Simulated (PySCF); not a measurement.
# C11H11Br: NMR shifts at several levels of theory, part 2 of 2

PySCF 2.14.0. Atoms count from 0.

## Step 5: Shielding tensors: wB97X-D/pcSseg-1

What the job is given:

```
{"job": {"kind": "nmr", "xc": "wB97X-D", "basis": "pcSseg-1", "pop": false}, "charge": 0, "multiplicity": 1}
C     -0.897135    -1.051889    -1.734025
C     -0.197877    -0.906247    -0.378311
C     -0.556013    -2.072072     0.550004
C     -0.526295     0.428033     0.268331
Br    -2.281864     0.873765     0.726676
C      0.558837     1.202458     0.457595
C      1.728288     0.481898    -0.038914
C      3.075750     0.839322    -0.076058
C      3.992123    -0.064548    -0.616934
C      3.571784    -1.300780    -1.111307
C      2.219180    -1.658162    -1.073500
C      1.303761    -0.765291    -0.537570
H     -1.989997    -1.061240    -1.603680
H     -0.599156    -1.994015    -2.218020
H     -0.632668    -0.220385    -2.403135
H     -0.253107    -3.027629     0.096241
H     -1.641878    -2.102723     0.727337
H     -0.046718    -1.972340     1.519412
H      0.569891     2.196698     0.903970
H      3.408958     1.805566     0.310061
H      5.051946     0.198331    -0.654168
H      4.304311    -1.994087    -1.531082
H      1.896611    -2.627676    -1.462421
```

Method: GIAO wB97X-D/pcSseg-1 NMR shielding, non-relativistic, gas phase.

The program printed:

```text
coarse grid: 91504 points
cycle   1  E = -2999.4784688037  dE =  1.326e+00  |g| = 7.612e-01  |ddm| = 4.978e+00
cycle   2  E = -2999.5008218171  dE = -2.235e-02  |g| = 4.519e-01  |ddm| = 9.334e-01
cycle   3  E = -2999.5263794030  dE = -2.556e-02  |g| = 1.572e-01  |ddm| = 4.926e-01
cycle   4  E = -2999.5321188657  dE = -5.739e-03  |g| = 4.868e-02  |ddm| = 2.027e-01
cycle   5  E = -2999.5325960531  dE = -4.772e-04  |g| = 8.234e-03  |ddm| = 6.345e-02
cycle   6  E = -2999.5326146048  dE = -1.855e-05  |g| = 3.363e-03  |ddm| = 1.874e-02
cycle   7  E = -2999.5326180935  dE = -3.489e-06  |g| = 1.132e-03  |ddm| = 5.896e-03
final grid: 195456 points
cycle   8  E = -2999.5321651302  dE = -3.191e-06  |g| = 1.482e-03  |ddm| = 7.246e-03
cycle   9  E = -2999.5321651693  dE = -3.914e-08  |g| = 1.512e-03  |ddm| = 2.967e-03
cycle  10  E = -2999.5321656427  dE = -4.733e-07  |g| = 1.599e-04  |ddm| = 1.488e-03
cycle  11  E = -2999.5321656538  dE = -1.111e-08  |g| = 9.132e-05  |ddm| = 2.962e-04
cycle  12  E = -2999.5321656577  dE = -3.939e-09  |g| = 2.026e-05  |ddm| = 1.976e-04
cycle  13  E = -2999.5321656581  dE = -3.893e-10  |g| = 1.335e-05  |ddm| = 6.382e-05
converged SCF energy = -2999.5321656581

GIAO shielding tensors (ppm)
atom      isotropic    diamagn.    paramagn.     s11        s22        s33       span
  0 C      158.584     245.185     -86.601    145.829    147.699    182.226     36.397
  1 C      130.886     240.456    -109.570    120.027    120.792    151.840     31.813
  2 C      158.399     245.204     -86.806    145.618    147.400    182.178     36.561
  3 C       22.566     257.397    -234.831    -77.347     52.536     92.509    169.856
  4 Br    2226.953    3122.986    -896.034   1702.240   2140.891   2837.728   1135.487
  5 C       45.429     249.952    -204.523    -56.425     69.313    123.399    179.824
  6 C       37.779     257.534    -219.755    -55.572     17.936    150.973    206.546
  7 C       57.634     247.858    -190.224    -40.723     41.883    171.744    212.467
  8 C       50.992     255.126    -204.134    -59.648     37.625    174.999    234.646
  9 C       52.749     254.233    -201.483    -58.594     42.085    174.756    233.350
 10 C       56.302     248.545    -192.243    -48.020     40.151    176.774    224.794
 11 C       24.298     263.562    -239.265    -58.563    -22.847    154.303    212.866
 12 H       29.720      30.231      -0.510     24.238     30.426     34.497     10.259
 13 H       29.930      30.885      -0.955     24.888     28.450     36.451     11.563
 14 H       30.836      30.157       0.679     27.295     27.581     37.632     10.337
 15 H       29.931      30.893      -0.961     24.897     28.453     36.444     11.548
 16 H       29.720      30.233      -0.513     24.245     30.413     34.501     10.256
 17 H       30.844      30.163       0.680     27.301     27.605     37.624     10.323
 18 H       24.423      32.571      -8.148     20.557     22.783     29.930      9.372
 19 H       23.961      30.536      -6.575     19.723     24.483     27.678      7.956
 20 H       23.982      26.802      -2.820     20.287     25.278     26.381      6.094
 21 H       24.023      27.391      -3.368     20.222     24.884     26.963      6.741
 22 H       23.924      32.467      -8.542     19.464     22.550     29.759     10.295
```

Wall time 1.9 min (8 threads of Arm Neoverse V2, shared host).

This run: δ C3 162.0, C11 160.2, C6 146.8, C5 139.1, H22 7.46, H19 7.42 ppm.

## Step 6: Nuclear shieldings: KT2/pcSseg-1

Same as in step 5 but for these lines:

```diff
@@ -1,2 +1,2 @@
-{"job": {"kind": "nmr", "xc": "wB97X-D", "basis": "pcSseg-1", "pop": false}, "charge": 0, "multiplicity": 1}
+{"job": {"kind": "nmr", "xc": "KT2", "basis": "pcSseg-1", "pop": false}, "charge": 0, "multiplicity": 1}
 C     -0.897135    -1.051889    -1.734025
```

With the program's defaults for keys left out, this is: GIAO KT2/pcSseg-1 NMR shielding, non-relativistic, gas phase.

The program printed:

```text
coarse grid: 91504 points
cycle   1  E = -3016.9770873332  dE =  4.274e-01  |g| = 7.663e-01  |ddm| = 5.155e+00
cycle   2  E = -3016.8334312591  dE =  1.437e-01  |g| = 9.451e-01  |ddm| = 1.905e+00
cycle   3  E = -3017.0641256532  dE = -2.307e-01  |g| = 2.752e-01  |ddm| = 1.629e+00
cycle   4  E = -3017.0779761477  dE = -1.385e-02  |g| = 1.859e-01  |ddm| = 5.613e-01
cycle   5  E = -3017.0869337750  dE = -8.958e-03  |g| = 3.857e-02  |ddm| = 2.259e-01
cycle   6  E = -3017.0872841771  dE = -3.504e-04  |g| = 1.520e-02  |ddm| = 7.041e-02
cycle   7  E = -3017.0873266812  dE = -4.250e-05  |g| = 7.599e-03  |ddm| = 2.496e-02
cycle   8  E = -3017.0873433084  dE = -1.663e-05  |g| = 1.640e-03  |ddm| = 1.066e-02
cycle   9  E = -3017.0873439052  dE = -5.968e-07  |g| = 8.167e-04  |ddm| = 2.654e-03
final grid: 195456 points
cycle  10  E = -3017.0873641623  dE =  6.286e-07  |g| = 1.833e-03  |ddm| = 7.089e-03
cycle  11  E = -3017.0873585763  dE =  5.586e-06  |g| = 4.677e-03  |ddm| = 7.456e-03
cycle  12  E = -3017.0873650676  dE = -6.491e-06  |g| = 4.827e-04  |ddm| = 5.750e-03
cycle  13  E = -3017.0873651264  dE = -5.886e-08  |g| = 6.711e-05  |ddm| = 6.102e-04
cycle  14  E = -3017.0873651273  dE = -8.886e-10  |g| = 2.272e-05  |ddm| = 9.749e-05
converged SCF energy = -3017.0873651273

GIAO shielding tensors (ppm)
atom      isotropic    diamagn.    paramagn.     s11        s22        s33       span
  0 C      157.208     246.013     -88.805    143.792    145.518    182.313     38.520
  1 C      128.123     244.321    -116.198    115.633    121.306    147.430     31.797
  2 C      157.012     246.027     -89.015    143.565    145.214    182.258     38.693
  3 C       32.394     257.960    -225.566    -48.237     59.111     86.307    134.544
  4 Br    2177.227    3127.319    -950.092   1645.680   2151.428   2734.572   1088.891
  5 C       55.112     249.245    -194.132    -28.562     73.911    119.988    148.550
  6 C       47.520     254.601    -207.081    -30.922     26.031    147.450    178.372
  7 C       68.351     247.682    -179.331    -17.909     55.702    167.259    185.168
  8 C       61.280     254.680    -193.400    -37.520     50.926    170.435    207.955
  9 C       63.732     253.575    -189.843    -35.515     56.523    170.189    205.704
 10 C       67.161     248.220    -181.059    -25.165     53.997    172.650    197.815
 11 C       35.947     261.763    -225.816    -36.850     -6.915    151.607    188.457
 12 H       29.497      30.234      -0.737     24.238     30.281     33.974      9.736
 13 H       29.751      30.715      -0.964     24.959     28.324     35.970     11.011
 14 H       30.656      30.330       0.326     27.177     27.316     37.476     10.299
 15 H       29.750      30.721      -0.970     24.966     28.325     35.960     10.995
 16 H       29.496      30.236      -0.741     24.244     30.266     33.977      9.733
 17 H       30.664      30.334       0.329     27.182     27.339     37.471     10.289
 18 H       24.503      32.810      -8.307     20.854     23.253     29.402      8.548
 19 H       24.088      31.062      -6.974     19.910     24.923     27.430      7.520
 20 H       24.114      26.923      -2.809     20.486     25.725     26.131      5.644
 21 H       24.194      27.491      -3.297     20.434     25.381     26.768      6.333
 22 H       24.046      32.962      -8.917     19.671     23.052     29.414      9.743
```

It took 50 s on 8 threads of Arm Neoverse V2, shared host.

In short: δ C3 150.8, C11 147.3, C6 135.7, C5 128.1, H22 7.13, H19 7.09 ppm.

## Step 7: NMR shieldings: HF/pcSseg-1

Same as in step 6 but for these lines:

```diff
@@ -1,2 +1,2 @@
-{"job": {"kind": "nmr", "xc": "KT2", "basis": "pcSseg-1", "pop": false}, "charge": 0, "multiplicity": 1}
+{"job": {"kind": "nmr", "xc": "HF", "basis": "pcSseg-1", "pop": false}, "charge": 0, "multiplicity": 1}
 C     -0.897135    -1.051889    -1.734025
```

With the program's defaults for keys left out, this is: GIAO HF/pcSseg-1 NMR shielding, non-relativistic, gas phase.

The program printed:

```text
final grid: 195456 points
cycle   1  E = -2994.8301118363  dE =  2.374e+00  |g| = 7.185e-01  |ddm| = 4.912e+00
cycle   2  E = -2994.9569901302  dE = -1.269e-01  |g| = 3.178e-01  |ddm| = 1.177e+00
cycle   3  E = -2994.9785018699  dE = -2.151e-02  |g| = 1.368e-01  |ddm| = 5.971e-01
cycle   4  E = -2994.9841610983  dE = -5.659e-03  |g| = 3.772e-02  |ddm| = 2.307e-01
cycle   5  E = -2994.9845188152  dE = -3.577e-04  |g| = 6.967e-03  |ddm| = 5.747e-02
cycle   6  E = -2994.9845462262  dE = -2.741e-05  |g| = 2.987e-03  |ddm| = 1.747e-02
cycle   7  E = -2994.9845523947  dE = -6.168e-06  |g| = 1.536e-03  |ddm| = 8.278e-03
cycle   8  E = -2994.9845538857  dE = -1.491e-06  |g| = 4.883e-04  |ddm| = 3.890e-03
cycle   9  E = -2994.9845541780  dE = -2.923e-07  |g| = 2.184e-04  |ddm| = 1.684e-03
cycle  10  E = -2994.9845542399  dE = -6.194e-08  |g| = 1.051e-04  |ddm| = 6.939e-04
cycle  11  E = -2994.9845542545  dE = -1.457e-08  |g| = 4.066e-05  |ddm| = 3.619e-04
cycle  12  E = -2994.9845542568  dE = -2.341e-09  |g| = 1.574e-05  |ddm| = 1.680e-04
cycle  13  E = -2994.9845542570  dE = -1.664e-10  |g| = 6.730e-06  |ddm| = 3.619e-05
converged SCF energy = -2994.9845542570

GIAO shielding tensors (ppm)
atom      isotropic    diamagn.    paramagn.     s11        s22        s33       span
  0 C      166.431     243.528     -77.097    155.188    156.865    187.240     32.052
  1 C      145.106     235.170     -90.064    134.745    135.892    164.682     29.937
  2 C      166.261     243.543     -77.282    154.944    156.654    187.185     32.241
  3 C       31.532     255.389    -223.858    -85.374     69.325    110.644    196.018
  4 Br    2419.718    3122.227    -702.510   1992.625   2329.126   2937.402    944.777
  5 C       50.637     249.793    -199.156    -66.231     83.460    134.680    200.911
  6 C       44.383     258.734    -214.351    -59.689     28.847    163.993    223.682
  7 C       62.982     248.407    -185.425    -42.356     50.137    181.165    223.521
  8 C       56.510     256.287    -199.777    -60.297     46.165    183.662    243.960
  9 C       57.810     255.737    -197.927    -59.943     49.959    183.416    243.359
 10 C       61.049     248.550    -187.501    -50.013     47.687    185.472    235.484
 11 C       30.722     263.807    -233.085    -60.885    -14.735    167.786    228.671
 12 H       30.011      30.214      -0.203     24.098     30.511     35.425     11.327
 13 H       30.249      31.221      -0.972     24.836     28.588     37.323     12.486
 14 H       31.130      29.808       1.322     27.372     27.948     38.070     10.698
 15 H       30.251      31.227      -0.976     24.845     28.593     37.316     12.471
 16 H       30.012      30.216      -0.204     24.107     30.500     35.429     11.323
 17 H       31.139      29.811       1.328     27.378     27.976     38.063     10.685
 18 H       24.513      32.443      -7.930     19.971     22.908     30.660     10.689
 19 H       24.183      30.351      -6.168     19.346     25.245     27.960      8.614
 20 H       24.247      27.225      -2.978     19.953     26.226     26.562      6.609
 21 H       24.271      27.817      -3.546     19.908     25.726     27.179      7.271
 22 H       24.164      32.304      -8.141     19.079     23.412     30.000     10.922
```

Run time: 55 s. Hardware: 8 threads of Arm Neoverse V2, shared host.

In short: δ C11 160.1, C3 159.3, C6 146.5, C5 140.2, H22 7.52, H19 7.50 ppm.

## Step 8: Run by run: NMR shifts

Shifts (ppm) of some atoms, chosen among heavy atoms and hydrogens apart, with basis size and wall time:

```csv
run,C11,C9,C10,C7,H21,H18,Br4,functions,time
PBE0/pcSseg-1,158.7,130.3,126.9,125.5,7.33,6.94,369,283,83 s
PBE/pcSseg-1,156.6,127.5,124.0,122.8,7.19,6.78,428,283,52 s
wB97X-D/pcSseg-1,160.2,131.8,128.2,126.9,7.36,6.96,349,283,1.9 min
KT2/pcSseg-1,147.3,119.5,116.1,114.9,6.98,6.68,399,283,50 s
HF/pcSseg-1,160.1,133.0,129.8,127.9,7.41,7.17,213,283,55 s
```

## Step 9: What came out

The summary covers parts 1 to 2.

| quantity | value |
| --- | --- |
| point group | Cs |
| rotational constants (main isotopes) | 1.67, 0.41, 0.35 GHz |
| 13C shifts against TMS (PBE0/pcSseg-1, means over atoms taken as alike) | 161.8, 158.7, 145.7, 138.3, 132.4, 130.3, 126.9, 125.5, 54.2, 25.7 ppm |
| 1H shifts against TMS (PBE0/pcSseg-1, means over atoms taken as alike) | 7.42, 7.40, 7.39, 7.33, 6.94, 1.20 ppm |
| 79Br shifts against HBr (PBE0/pcSseg-1) | 369 ppm |
| range of the shift of Br4 | 213 to 428 ppm |

**Reading.** Single values in the summary come from the first sound run of each kind (PBE0/pcSseg-1), which need not be the best level. Relaxing lowered the energy by 0.057 eV in 5 steps; the close pair that moved most is C5–H18, from 1.075 to 1.090 Å. No frequency check was run at this level, so the end point may be a saddle. C3 stands next to heavy halogen, whose spin-orbit shielding this run leaves out, so the computed shift lies too far downfield, most of all for carbon beside Br or I. At PBE0/pcSseg-1: The widest tensor belongs to Br4: span 1101 ppm, with a paramagnetic part of -908 ppm. NICS(1)zz of -27 ppm above the planar ring from C6 marks a diatropic (aromatic) ring current. Across the 5 runs the shift of Br4 moves most, between 213 (HF/pcSseg-1) and 428 ppm (PBE/pcSseg-1). Spin-orbit coupling is left out, which matters for shieldings and couplings at and beside the heavy atoms.
